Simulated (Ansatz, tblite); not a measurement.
# The cluster Ga3H5: isomers from a random search, part 1 of 2

Which shape does the cluster Ga3H5 prefer? Candidates from a tight-binding search are relaxed and compared.

Program: Ansatz 0.2.0, Gaussian basis. Level of theory: relaxed with r2SCAN-D4/def2-SVP, singlet. These are calculated values, not measurements.

**1. Starting geometry**

8 atoms, charge 0, spin multiplicity 1.

Atoms are counted from 1 here; the program's logs count them from 0.

Bond lengths: Ga1–Ga2 2.739 Å, Ga2–H5 1.660 Å, Ga2–H6 1.673 Å, Ga2–H7 1.665 Å, Ga2–H8 1.559 Å. Angles: Ga1–Ga2–H5 62.0°, Ga1–Ga2–H6 60.7°, Ga1–Ga2–H7 63.4°, Ga1–Ga2–H8 173.7°, H5–Ga2–H6 98.5°, H5–Ga2–H7 102.3°, H5–Ga2–H8 119.4°, H6–Ga2–H7 98.7°, H6–Ga2–H8 113.1°, H7–Ga2–H8 120.8°.

Coordinates:

```xyz
8

Ga   -1.0522    2.2727    0.3326
Ga   -0.8086   -0.4528    0.2176
Ga    2.0953   -1.0636   -0.3314
H     3.2726    0.2852   -1.1390
H    -0.3371    0.4279   -1.1077
H    -2.3226    0.2247    0.4383
H    -0.0068    0.3149    1.4590
H    -0.8405   -2.0089    0.1305
```

A search from random starts with GFN2-xTB found 6 distinct shapes; 3 go on here. The structure above is candidate A, which lies 0.00 eV above the lowest at that level; B lies 0.84 eV above the lowest at that level; C lies 1.35 eV above the lowest at that level.

**2. Relaxing candidate A**

The input, in.yaml:

```yaml
crystal:
  periodic: [false, false, false]
  atoms:
    - {symbol: Ga, position_ang: [-1.052250, 2.272650, 0.332610]}
    - {symbol: Ga, position_ang: [-0.808580, -0.452830, 0.217600]}
    - {symbol: Ga, position_ang: [2.095250, -1.063580, -0.331370]}
    - {symbol: H, position_ang: [3.272620, 0.285230, -1.138970]}
    - {symbol: H, position_ang: [-0.337130, 0.427880, -1.107710]}
    - {symbol: H, position_ang: [-2.322610, 0.224700, 0.438310]}
    - {symbol: H, position_ang: [-0.006770, 0.314850, 1.458990]}
    - {symbol: H, position_ang: [-0.840530, -2.008900, 0.130530]}
basis:
  gaussian: {orbitals: def2-SVP}
hamiltonian: {xc: r2scan, dispersion: d4}
scf: {lower_state_search: "off"}
output: {orbitals: {seedname: orbitals}}
relax: {f_tol: 0.02, max_steps: 100}
```

Command:

```sh
$ ansatz run in.yaml --threads 4 --pin off --events-out ev --progress --plain --max-ram 3916MiB
```

Output, cut to the lines that bear on the results:

```text
Functional definition: r2SCAN
  name "r2SCAN"
  cite "Furness, Kaplan, Ning, Perdew & Sun, J. Phys. Chem. Lett. 11, 8208 (2020) doi:10.1021/acs.jpclett.0c02405"
  cite "Furness, Kaplan, Ning, Perdew & Sun, J. Phys. Chem. Lett. 11, 9248 (2020) doi:10.1021/acs.jpclett.0c03077"
  parent r2scan
[...]
1355 factors; their error is unknown
[...]
mean field -157192.19520955 eV, -5776.7066252543 hartree, gradient 1.4e-6 eV, S^2 0.000000; 0 other end points of the search recorded, 0 dependent functions left out
[...]
reference -157192.19522319 eV, -5776.7066257554 hartree; 49, 49 occupied and 72, 72 virtual orbitals, 1355 factors
relax step   1: F+E_penalty+E_count = -157192.25311384 eV  Δ(F+E_penalty+E_count) = +0.000e0 eV  max|allowed force component| = 1.217e0 eV/Å  Δτ_max = 0.0000 Å  (17 SCF iters, accepted)
[...]
relax step   6: F+E_penalty+E_count = -157193.19463894 eV  Δ(F+E_penalty+E_count) = -5.715e-2 eV  max|allowed force component| = 2.573e-1 eV/Å  Δτ_max = 0.1951 Å  (19 SCF iters, accepted)
[...]
relax step  11: F+E_penalty+E_count = -157193.55593085 eV  Δ(F+E_penalty+E_count) = -1.212e-1 eV  max|allowed force component| = 5.814e-1 eV/Å  Δτ_max = 0.1953 Å  (18 SCF iters, accepted)
[...]
relax step  16: F+E_penalty+E_count = -157193.82561304 eV  Δ(F+E_penalty+E_count) = +8.440e-3 eV  max|allowed force component| = 2.184e-1 eV/Å  Δτ_max = 0.0901 Å  (18 SCF iters, rejected (line search))
[...]
relax step  21: F+E_penalty+E_count = -157193.83635417 eV  Δ(F+E_penalty+E_count) = +3.126e-2 eV  max|allowed force component| = 3.977e-1 eV/Å  Δτ_max = 0.1473 Å  (19 SCF iters, rejected (line search))
[...]
relax step  22: F+E_penalty+E_count = -157193.87096815 eV  Δ(F+E_penalty+E_count) = -3.350e-3 eV  max|allowed force component| = 1.062e-2 eV/Å  Δτ_max = 0.0503 Å  (19 SCF iters, accepted)
Total energy: -157193.87098063 eV, -5776.7682087054 hartree
Atom 0 at     0.328872     1.932668    -0.152104 Å, force     0.001840    -0.007189     0.006213 eV/Å
Atom 1 at    -0.987536    -0.534643     0.238771 Å, force    -0.001694    -0.001459     0.006150 eV/Å
Atom 2 at     1.758904    -0.800950    -0.356490 Å, force    -0.004799    -0.001976     0.000316 eV/Å
Atom 3 at     1.856008     1.003246    -0.447903 Å, force     0.002041     0.003730    -0.001630 eV/Å
Atom 4 at    -0.113330     0.031019    -1.116917 Å, force     0.002216     0.001103    -0.007018 eV/Å
Atom 5 at    -2.233516     0.365947     0.495375 Å, force    -0.010622     0.000210    -0.003966 eV/Å
Atom 6 at     0.374234     0.095026     1.055958 Å, force     0.009946     0.006479    -0.000028 eV/Å
Atom 7 at    -0.983637    -2.092313     0.283299 Å, force     0.001072    -0.000898    -0.000038 eV/Å
Dipole moment:     0.233107     0.132751    -0.057989 e Å
Checks for a lower state left out: stability, starts, cluster_reference, orbital_swaps, neighbouring_geometries, increment
```

Run time: 39 s. Hardware: 4 threads of Arm Neoverse V2, shared host.

Relaxation path: (the energy doesn't fall at every step)

| step | energy from step 1 (eV) | largest force component (eV/Å) |
| --- | --- | --- |
| 1 | 0.0000 | 1.2170 |
| 2 | -0.5285 | 0.6755 |
| 3 | -0.7161 | 0.4798 |
| 4 | -0.8015 | 0.4725 |
| 5 | -0.8844 | 0.2306 |
| 6 | -0.9415 | 0.2573 |
| 7 | -0.9873 | 0.2759 |
| 8 | -1.0266 | 0.2331 |
| 9 | -1.0920 | 0.3295 |
| 10 | -1.1816 | 0.4730 |
| 11 | -1.3028 | 0.5814 |
| 12 | -1.4583 | 0.5860 |
| 13 | -1.5421 | 0.4465 |
| 14 | -1.4511 | 0.8678 |
| 15 | -1.5809 | 0.1597 |
| 16 | -1.5725 | 0.2184 |
| 17 | -1.5887 | 0.0987 |
| 18 | -1.5960 | 0.0316 |
| 19 | -1.6054 | 0.0329 |
| 20 | -1.6145 | 0.0865 |
| 21 | -1.5832 | 0.3977 |
| 22 | -1.6179 | 0.0106 |

Distances of close pairs at the start and the end, largest changes first:

| bond | before (Å) | after (Å) | change (Å) |
| --- | --- | --- | --- |
| Ga1–H4 | 4.982 | 1.812 | -3.170 |
| Ga2–Ga3 | 3.018 | 2.823 | -0.195 |
| Ga3–H4 | 1.964 | 1.809 | -0.155 |
| Ga2–H6 | 1.673 | 1.559 | -0.115 |
| Ga1–Ga2 | 2.739 | 2.824 | +0.085 |
| Ga2–H5 | 1.660 | 1.709 | +0.050 |
| Ga2–H7 | 1.665 | 1.708 | +0.043 |
| Ga2–H8 | 1.559 | 1.558 | -0.001 |

**3. Relaxing candidate B**

The input, in.yaml:

```yaml
crystal:
  periodic: [false, false, false]
  atoms:
    - {symbol: Ga, position_ang: [1.725370, -1.393080, -0.308180]}
    - {symbol: Ga, position_ang: [-0.752580, 1.445900, 0.235040]}
    - {symbol: Ga, position_ang: [-1.314700, -1.194060, 0.339760]}
    - {symbol: H, position_ang: [-1.532810, 1.911640, 1.525570]}
    - {symbol: H, position_ang: [3.490260, -1.033130, -0.847510]}
    - {symbol: H, position_ang: [-1.021780, -2.946180, -0.076620]}
    - {symbol: H, position_ang: [-1.424890, 1.737960, -1.163480]}
    - {symbol: H, position_ang: [0.831120, 1.470960, 0.295410]}
basis:
  gaussian: {orbitals: def2-SVP}
hamiltonian: {xc: r2scan, dispersion: d4}
scf: {lower_state_search: "off"}
output: {orbitals: {seedname: orbitals}}
relax: {f_tol: 0.02, max_steps: 100}
```

Launched as before.

Output, cut to the lines that bear on the results:

```text
Functional definition: r2SCAN
  name "r2SCAN"
  cite "Furness, Kaplan, Ning, Perdew & Sun, J. Phys. Chem. Lett. 11, 8208 (2020) doi:10.1021/acs.jpclett.0c02405"
  cite "Furness, Kaplan, Ning, Perdew & Sun, J. Phys. Chem. Lett. 11, 9248 (2020) doi:10.1021/acs.jpclett.0c03077"
  parent r2scan
[...]
1355 factors; their error is unknown
[...]
mean field -157192.07571309 eV, -5776.7022338402 hartree, gradient 1.7e-6 eV, S^2 0.000000; 0 other end points of the search recorded, 0 dependent functions left out
[...]
reference -157192.07572769 eV, -5776.7022343767 hartree; 49, 49 occupied and 72, 72 virtual orbitals, 1355 factors
relax step   1: F+E_penalty+E_count = -157192.12365925 eV  Δ(F+E_penalty+E_count) = +0.000e0 eV  max|allowed force component| = 1.481e0 eV/Å  Δτ_max = 0.0000 Å  (17 SCF iters, accepted)
[...]
Total energy: -157193.97394292 eV, -5776.7719924999 hartree
Atom 0 at     1.166664    -0.359379    -0.581748 Å, force    -0.001469    -0.000655     0.001351 eV/Å
Atom 1 at    -0.832034     0.902833     0.563359 Å, force    -0.008176    -0.000205    -0.000654 eV/Å
Atom 2 at    -0.906343    -1.489127     0.058508 Å, force    -0.001339     0.002648    -0.001402 eV/Å
Atom 3 at    -1.160395     2.363629     1.030905 Å, force     0.003914    -0.004448    -0.003143 eV/Å
Atom 4 at     2.596529    -0.003435    -1.119227 Å, force    -0.002263     0.000300     0.001860 eV/Å
Atom 5 at    -1.722346    -2.824848     0.103249 Å, force     0.006377     0.007492     0.000415 eV/Å
Atom 6 at    -0.007113     0.927917    -1.036784 Å, force     0.003308    -0.004217     0.014781 eV/Å
Atom 7 at     0.865028     0.482420     0.981728 Å, force    -0.000352    -0.000914    -0.013210 eV/Å
Dipole moment:    -0.103934    -0.173591     0.007706 e Å
Checks for a lower state left out: stability, starts, cluster_reference, orbital_swaps, neighbouring_geometries, increment
```

Wall time 42 s (4 threads of Arm Neoverse V2, shared host).

Along the way: (the energy doesn't fall at every step)

| step | energy from step 1 (eV) | largest force component (eV/Å) |
| --- | --- | --- |
| 1 | 0.0000 | 1.4810 |
| 2 | -0.5933 | 0.8218 |
| 3 | -0.8299 | 0.3651 |
| 4 | -0.9865 | 0.3195 |
| 5 | -1.1538 | 0.3310 |
| 6 | -1.3457 | 0.5394 |
| 7 | -1.4247 | 0.4098 |
| 8 | -1.4464 | 0.1211 |
| 9 | -1.4548 | 0.1178 |
| 10 | -1.4633 | 0.1590 |
| 11 | -1.4916 | 0.2140 |
| 12 | -1.5321 | 0.1637 |
| 13 | -1.5915 | 0.1542 |
| 14 | -1.6674 | 0.1726 |
| 15 | -1.7529 | 0.2223 |
| 16 | -1.8101 | 0.1762 |
| 17 | -1.7862 | 0.4072 |
| 18 | -1.8261 | 0.1150 |
| 19 | -1.8340 | 0.0682 |
| 20 | -1.8404 | 0.1889 |
| 21 | -1.8444 | 0.1094 |
| 22 | -1.8486 | 0.0359 |
| 23 | -1.8501 | 0.0194 |
| 24 | -1.8503 | 0.0148 |

The force was under the threshold of 0.02 eV/Å already at step 23, but the program went on to step 24.

Distances of close pairs at the start and the end, largest changes first:

| bond | before (Å) | after (Å) | change (Å) |
| --- | --- | --- | --- |
| Ga1–H7 | 4.523 | 1.801 | -2.723 |
| Ga1–H8 | 3.061 | 1.801 | -1.259 |
| Ga1–Ga2 | 3.807 | 2.627 | -1.181 |
| Ga1–Ga3 | 3.115 | 2.446 | -0.669 |
| Ga1–H5 | 1.880 | 1.568 | -0.312 |
| Ga3–H6 | 1.825 | 1.566 | -0.259 |
| Ga2–Ga3 | 2.701 | 2.446 | -0.255 |
| Ga2–H7 | 1.579 | 1.800 | +0.221 |

**4. Relaxing candidate C**

The input, in.yaml:

```yaml
crystal:
  periodic: [false, false, false]
  atoms:
    - {symbol: Ga, position_ang: [-1.537510, -0.660590, 0.612960]}
    - {symbol: Ga, position_ang: [-0.280850, 1.343610, -0.490120]}
    - {symbol: Ga, position_ang: [1.770130, -0.428620, -0.249950]}
    - {symbol: H, position_ang: [-2.766220, -1.614770, 1.346430]}
    - {symbol: H, position_ang: [3.280530, -1.355220, -0.232760]}
    - {symbol: H, position_ang: [-0.584970, 1.776860, -2.050900]}
    - {symbol: H, position_ang: [-0.035840, 2.728280, 0.370830]}
    - {symbol: H, position_ang: [0.154720, -1.789560, 0.693520]}
basis:
  gaussian: {orbitals: def2-SVP}
hamiltonian: {xc: r2scan, dispersion: d4}
scf: {lower_state_search: "off"}
output: {orbitals: {seedname: orbitals}}
relax: {f_tol: 0.02, max_steps: 100}
```

Launched as before.

Output, cut to the lines that bear on the results:

```text
Functional definition: r2SCAN
  name "r2SCAN"
  cite "Furness, Kaplan, Ning, Perdew & Sun, J. Phys. Chem. Lett. 11, 8208 (2020) doi:10.1021/acs.jpclett.0c02405"
  cite "Furness, Kaplan, Ning, Perdew & Sun, J. Phys. Chem. Lett. 11, 9248 (2020) doi:10.1021/acs.jpclett.0c03077"
  parent r2scan
[...]
1355 factors; their error is unknown
[...]
mean field -157192.52785624 eV, -5776.7188497947 hartree, gradient 3.6e-6 eV, S^2 0.000000; 0 other end points of the search recorded, 0 dependent functions left out
[...]
reference -157192.52787060 eV, -5776.7188503224 hartree; 49, 49 occupied and 72, 72 virtual orbitals, 1355 factors
relax step   1: F+E_penalty+E_count = -157192.57518255 eV  Δ(F+E_penalty+E_count) = +0.000e0 eV  max|allowed force component| = 1.346e0 eV/Å  Δτ_max = 0.0000 Å  (16 SCF iters, accepted)
[...]
Total energy: -157194.10722765 eV, -5776.7768906232 hartree
Atom 0 at    -1.024113    -0.634424     0.357157 Å, force     0.008399     0.004419    -0.004303 eV/Å
Atom 1 at     0.100771     1.249677    -0.912877 Å, force    -0.003883     0.007189    -0.007388 eV/Å
Atom 2 at     1.462127    -0.499153    -0.192547 Å, force     0.001079    -0.010253     0.003587 eV/Å
Atom 3 at    -2.154663    -1.102221     1.336034 Å, force    -0.010719    -0.007839     0.011762 eV/Å
Atom 4 at     2.483867    -1.650729    -0.368555 Å, force    -0.002649     0.009009    -0.009459 eV/Å
Atom 5 at    -0.499157     2.220399    -1.959952 Å, force     0.010904    -0.003572     0.007715 eV/Å
Atom 6 at    -0.921017     1.183979     0.483632 Å, force    -0.000099    -0.006145    -0.008553 eV/Å
Atom 7 at     0.552174    -0.767539     1.257118 Å, force    -0.003033     0.007192     0.006640 eV/Å
Dipole moment:     0.046250     0.016073    -0.035717 e Å
Checks for a lower state left out: stability, starts, cluster_reference, orbital_swaps, neighbouring_geometries, increment
```

Run time: 44 s. Hardware: 4 threads of Arm Neoverse V2, shared host.

Step by step: (the energy doesn't fall at every step)

| step | energy from step 1 (eV) | largest force component (eV/Å) |
| --- | --- | --- |
| 1 | 0.0000 | 1.3458 |
| 2 | -0.6677 | 0.6533 |
| 3 | -0.9146 | 0.4000 |
| 4 | -0.9973 | 0.1935 |
| 5 | -1.0153 | 0.1899 |
| 6 | -1.0230 | 0.1188 |
| 7 | -1.0308 | 0.0264 |
| 8 | -1.0312 | 0.0173 |
| 9 | -1.0313 | 0.0085 |
| 10 | -1.0313 | 0.0098 |
| 11 | -1.0317 | 0.0325 |
| 12 | -1.0325 | 0.1411 |
| 13 | -1.0352 | 0.1141 |
| 14 | -1.0504 | 0.2084 |
| 15 | -1.0856 | 0.2498 |
| 16 | -1.1300 | 0.1712 |
| 17 | -1.1824 | 0.2465 |
| 18 | -1.2537 | 0.2237 |
| 19 | -1.3457 | 0.3211 |
| 20 | -1.4457 | 0.2700 |
| 21 | -1.5063 | 0.2611 |
| 22 | -1.5029 | 0.2745 |
| 23 | -1.5101 | 0.1655 |
| 24 | -1.5256 | 0.0719 |
| 25 | -1.5284 | 0.0691 |
| 26 | -1.5320 | 0.0118 |

The force was under the threshold of 0.02 eV/Å already at step 8, but the program went on to step 26.

Distances of close pairs at the start and the end, largest changes first:

| bond | before (Å) | after (Å) | change (Å) |
| --- | --- | --- | --- |
| Ga1–H7 | 3.715 | 1.826 | -1.889 |
| Ga1–Ga3 | 3.426 | 2.550 | -0.876 |
| Ga3–H8 | 2.313 | 1.733 | -0.581 |
| Ga2–Ga3 | 2.721 | 2.330 | -0.391 |
| Ga3–H5 | 1.772 | 1.550 | -0.223 |
| Ga1–H8 | 2.036 | 1.820 | -0.216 |
| Ga1–H4 | 1.720 | 1.567 | -0.153 |
| Ga2–H6 | 1.648 | 1.549 | -0.099 |

**5. The relaxed candidates**

| candidate | point group | bonds (count, mean Å) | energy above the lowest (kcal/mol) |
| --- | --- | --- | --- |
| A | C2v | Ga–Ga 2, 2.82; Ga–H 6, 1.69 | 5.4 |
| B | C2v | Ga–Ga 3, 2.51; Ga–H 7, 1.70 | 3.1 |
| C | Cs | Ga–Ga 3, 2.47; Ga–H 7, 1.68 | 0.0 |

**6. Candidate A, GFN1-xTB**

Tight binding, by tblite at 300 K electronic temperature and without a spin-polarisation term:

```python
tblite.interface.Calculator('GFN1-xTB', numbers, positions, charge=0, uhf=0).singlepoint()
```

Energy -181.3920 eV, HOMO -10.02 eV, LUMO -5.54 eV; 0.004 s.

**7. Candidate A, GFN2-xTB**

Tight binding, by tblite at 300 K electronic temperature and without a spin-polarisation term:

```python
tblite.interface.Calculator('GFN2-xTB', numbers, positions, charge=0, uhf=0).singlepoint()
```

Energy -165.9698 eV, HOMO -9.79 eV, LUMO -5.38 eV; 0.003 s.

**8. Candidate A, PBE0-D4/def2-TZVP**

start.molden holds the orbitals of an earlier run on this state, given as this run's starting guess.

The input, in.yaml:

```yaml
crystal:
  periodic: [false, false, false]
  atoms:
    - {symbol: Ga, position_ang: [0.328872, 1.932668, -0.152104]}
    - {symbol: Ga, position_ang: [-0.987536, -0.534643, 0.238771]}
    - {symbol: Ga, position_ang: [1.758904, -0.800950, -0.356490]}
    - {symbol: H, position_ang: [1.856008, 1.003246, -0.447903]}
    - {symbol: H, position_ang: [-0.113330, 0.031019, -1.116917]}
    - {symbol: H, position_ang: [-2.233516, 0.365947, 0.495375]}
    - {symbol: H, position_ang: [0.374234, 0.095026, 1.055958]}
    - {symbol: H, position_ang: [-0.983637, -2.092313, 0.283299]}
basis:
  gaussian: {orbitals: def2-TZVP, initial_orbitals: start.molden}
hamiltonian: {xc: pbe0, dispersion: d4}
scf: {omitted_lower_state_checks: [starts]}
output: {orbitals: {seedname: orbitals}}
```

The command is unchanged.

Output:

```text
Functional definition: PBE0
  name "PBE0"
  cite "Adamo & Barone, J. Chem. Phys. 110, 6158 (1999) doi:10.1063/1.478522"
  cite "Perdew, Burke & Ernzerhof, Phys. Rev. Lett. 77, 3865 (1996) doi:10.1103/PhysRevLett.77.3865"
  parent pbe
  parameter a = 0.25
  parameter kappa = 0.804
  parameter beta = 0.06672455060314922
  exchange = (1 - a)*pbe_x(kappa = kappa, mu = beta*pi^2/3) + a*exact_x
  correlation = pbe_c(beta = beta)
these checks for a lower state are left out or cut short: starts
1459 factors; their error is unknown
mean field evaluation 1: about -157141.0210 eV, gradient 2.0e2 eV
mean field evaluation 2: about -157163.5161 eV, gradient 3.5e1 eV
mean field evaluation 4: about -157192.3121 eV, gradient 9.8e0 eV
mean field evaluation 8: about -157193.9279 eV, gradient 7.9e-5 eV
mean field -157193.92787231 eV, -5776.7702994360 hartree, gradient 8.8e-5 eV, S^2 0.000000; 0 other end points of the search recorded, 0 dependent functions left out
reference -157193.92790255 eV, -5776.7703005476 hartree; 49, 49 occupied and 125, 125 virtual orbitals, 1459 factors
Total energy: -157194.12686980 eV, -5776.7776124591 hartree
Checks for a lower state left out: starts
```

Wall time 3.4 s (4 threads of Arm Neoverse V2, shared host); peak memory 0.62 GiB.

HOMO -6.02 eV, LUMO -1.39 eV.

**9. Candidate A, PBE-D4/def2-TZVP**

Changes to in.yaml since step 8:

```diff
@@ -13,4 +13,4 @@
   gaussian: {orbitals: def2-TZVP, initial_orbitals: start.molden}
-hamiltonian: {xc: pbe0, dispersion: d4}
+hamiltonian: {xc: pbe, dispersion: d4}
 scf: {omitted_lower_state_checks: [starts]}
-output: {orbitals: {seedname: orbitals}}
+output: {forces: true, orbitals: {seedname: orbitals}}
```

Launched as before.

Output, cut to the lines that bear on the results:

```text
Functional definition: PBE
  name "PBE"
  cite "Perdew, Burke & Ernzerhof, Phys. Rev. Lett. 77, 3865 (1996) doi:10.1103/PhysRevLett.77.3865"
  parent pbe
[...]
1324 factors; their error is unknown
[...]
mean field -157190.80021036 eV, -5776.6553599796 hartree, gradient 2.4e-5 eV, S^2 0.000000; 0 other end points of the search recorded, 0 dependent functions left out
[...]
reference -157190.80025062 eV, -5776.6553614589 hartree; 49, 49 occupied and 125, 125 virtual orbitals, 1324 factors
Total energy: -157191.03581741 eV, -5776.6640183788 hartree
Atom 0 at     0.328872     1.932668    -0.152104 Å, force    -0.133374     0.207021     0.030199 eV/Å
Atom 1 at    -0.987536    -0.534643     0.238771 Å, force    -0.087260    -0.048974     0.025421 eV/Å
Atom 2 at     1.758904    -0.800950    -0.356490 Å, force     0.096065    -0.237001    -0.015403 eV/Å
Atom 3 at     1.856008     1.003246    -0.447903 Å, force     0.105529     0.059254    -0.026292 eV/Å
Atom 4 at    -0.113330     0.031019    -1.116917 Å, force     0.048645     0.033539    -0.137589 eV/Å
Atom 5 at    -2.233516     0.365947     0.495375 Å, force    -0.147182     0.113457     0.023647 eV/Å
Atom 6 at     0.374234     0.095026     1.055958 Å, force     0.104860     0.052474     0.096986 eV/Å
Atom 7 at    -0.983637    -2.092313     0.283299 Å, force     0.012718    -0.179769     0.003031 eV/Å
Dipole moment:     0.236967     0.134357    -0.058822 e Å
Checks for a lower state left out: starts
```

It took 2 s on 4 threads of Arm Neoverse V2, shared host.

HOMO -5.21 eV, LUMO -2.11 eV.

**10. Candidate A, r2SCAN-D4/def2-TZVP**

Changes to in.yaml since step 9:

```diff
@@ -13,4 +13,4 @@
   gaussian: {orbitals: def2-TZVP, initial_orbitals: start.molden}
-hamiltonian: {xc: pbe, dispersion: d4}
+hamiltonian: {xc: r2scan, dispersion: d4}
 scf: {omitted_lower_state_checks: [starts]}
-output: {forces: true, orbitals: {seedname: orbitals}}
+output: {orbitals: {seedname: orbitals}}
```

Same command.

Output:

```text
Functional definition: r2SCAN
  name "r2SCAN"
  cite "Furness, Kaplan, Ning, Perdew & Sun, J. Phys. Chem. Lett. 11, 8208 (2020) doi:10.1021/acs.jpclett.0c02405"
  cite "Furness, Kaplan, Ning, Perdew & Sun, J. Phys. Chem. Lett. 11, 9248 (2020) doi:10.1021/acs.jpclett.0c03077"
  parent r2scan
  parameter k0 = 0.174
  parameter k1 = 0.065
  parameter a1 = 4.9479
  exchange = r2scan_x(k0 = k0, k1 = k1, a1 = a1)
  correlation = r2scan_c
these checks for a lower state are left out or cut short: starts
1324 factors; their error is unknown
mean field evaluation 1: about -157213.7365 eV, gradient 9.1e0 eV
mean field evaluation 2: about -157213.8073 eV, gradient 1.0e-1 eV
mean field evaluation 4: about -157213.7634 eV, gradient 7.9e-5 eV
mean field -157213.76344251 eV, -5777.4992431959 hartree, gradient 2.1e-5 eV, S^2 0.000000; 0 other end points of the search recorded, 0 dependent functions left out
reference -157213.76345466 eV, -5777.4992436425 hartree; 49, 49 occupied and 125, 125 virtual orbitals, 1324 factors
Total energy: -157213.81149285 eV, -5777.5010090135 hartree
Checks for a lower state left out: starts
```

Run time: 3.8 s. Hardware: 4 threads of Arm Neoverse V2, shared host.

From the report: HOMO -5.43 eV, LUMO -1.95 eV.

**11. Candidate A, HSE06-D4/def2-TZVP**

Changes to in.yaml since step 10:

```diff
@@ -13,3 +13,3 @@
   gaussian: {orbitals: def2-TZVP, initial_orbitals: start.molden}
-hamiltonian: {xc: r2scan, dispersion: d4}
+hamiltonian: {xc: hse06, dispersion: d4}
 scf: {omitted_lower_state_checks: [starts]}
```

Launched as before.

Output, cut to the lines that bear on the results:

```text
Functional definition: HSE06
  name "HSE06"
  cite "Heyd, Scuseria & Ernzerhof, J. Chem. Phys. 118, 8207 (2003) doi:10.1063/1.1564060"
  cite "Krukau, Vydrov, Izmaylov & Scuseria, J. Chem. Phys. 125, 224106 (2006) doi:10.1063/1.2404663"
  cite "Heyd & Scuseria, J. Chem. Phys. 120, 7274 (2004) doi:10.1063/1.1668634"
  cite "Ernzerhof & Perdew, J. Chem. Phys. 109, 3313 (1998) doi:10.1063/1.476928"
  cite "Perdew, Burke & Ernzerhof, Phys. Rev. Lett. 77, 3865 (1996) doi:10.1103/PhysRevLett.77.3865"
  parent pbe
[...]
  # The whole range is PBE's own exchange, as in plane waves. The composition of these papers is wPBEh.
[...]
1459 factors; their error is unknown
97 factors; integrals over basis functions are off by at most 3.7e-7 eV
[...]
mean field -157193.86222412 eV, -5776.7678869097 hartree, gradient 5.4e-5 eV, S^2 0.000000; 0 other end points of the search recorded, 0 dependent functions left out
reference -157193.86226438 eV, -5776.7678883894 hartree; 49, 49 occupied and 125, 125 virtual orbitals, 1459 factors
Total energy: -157194.05242260 eV, -5776.7748765749 hartree
Checks for a lower state left out: starts
```

Wall time 3.2 s (4 threads of Arm Neoverse V2, shared host); peak memory 0.65 GiB.

Report: HOMO -5.64 eV, LUMO -1.75 eV.

(Continued in part 2 of 2.)
